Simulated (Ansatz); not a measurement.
# YSi2: a line through a two-coordinate scan

Method: DFT PBEsol, scalar-relativistic, plane waves, PAW, in Ansatz 0.2.0.

### 1 The starting structure

Symmetry: P6/mmm, No. 191, hexagonal system. The conventional cell has a = 4.062 Å, b = 4.062 Å, c = 3.902 Å, α = 90.00°, β = 90.00°, γ = 120.00°. Around Y (site symmetry 6/mmm) lie 12 Si at 3.05 Å. Si (site symmetry -6m2) is surrounded by 3 Si at 2.35 Å and 6 Y at 3.05 Å.

Structure file:

```cif
data_structure
_symmetry_space_group_name_H-M 'P6/mmm'
_symmetry_Int_Tables_number 191
_cell_length_a 4.0625
_cell_length_b 4.0625
_cell_length_c 3.9024
_cell_angle_alpha 90.000
_cell_angle_beta 90.000
_cell_angle_gamma 120.000
_cell_volume 55.78
loop_
_atom_site_label
_atom_site_type_symbol
_atom_site_symmetry_multiplicity
_atom_site_Wyckoff_symbol
_atom_site_fract_x
_atom_site_fract_y
_atom_site_fract_z
_atom_site_occupancy
Y1 Y 1 a 0.00000 0.00000 0.00000 1
Si1 Si 2 d 0.33333 0.66667 0.50000 1
```

It is the result of an earlier relaxation at this level (volume 18.59 Å³/atom; gap on the mesh: none (metal)).

### 2 Plan of the line

The energy is mapped over volume and the cell's shape.

The axes are (1) volume per atom: 9 values from 15.62 to 21.57 Å³; (2) c/a of the conventional cell: 9 values from 0.852 to 1.084.

Nothing else is relaxed (symmetry fixes all fractional coordinates). Energies count from the relaxed crystal. Points are written as (first, second).

### 3 Grid point (19.34 Å³, 0.852)

Contents of input.yaml:

```yaml
crystal:
  lattice:
    - [4.2847373247, 0.0, 0.0]
    - [-2.1423686623, 3.7106913718, 0.0]
    - [0.0, 0.0, 3.648453832]
  atoms:
    - { symbol: "Y", position: [0.0, 0.0, 0.0] }
    - { symbol: Si, position: [0.3333333333, 0.6666666667, 0.5] }
    - { symbol: Si, position: [0.6666666667, 0.3333333333, 0.5] }
basis:
  ecutwfc: 420
kpoints:
  mp_grid: { grid: [12, 12, 12] }
hamiltonian:
  xc: pbesol
scf:
  occupations: { method: methfessel_paxton, width: 0.35 }
output:
  forces: true
  stress: true
  eigenvalues: true
```

The run is started by

```
$ ansatz run input.yaml --threads 1 --pin off --max-ram 2048MiB --backend cpu --events-out ev --progress --plain --runs-dir out
```

Q: Estimate wall time and peak memory on 1 thread of Arm Neoverse V2, shared host.

About 4.7 s, with a peak of 0.37 GiB.
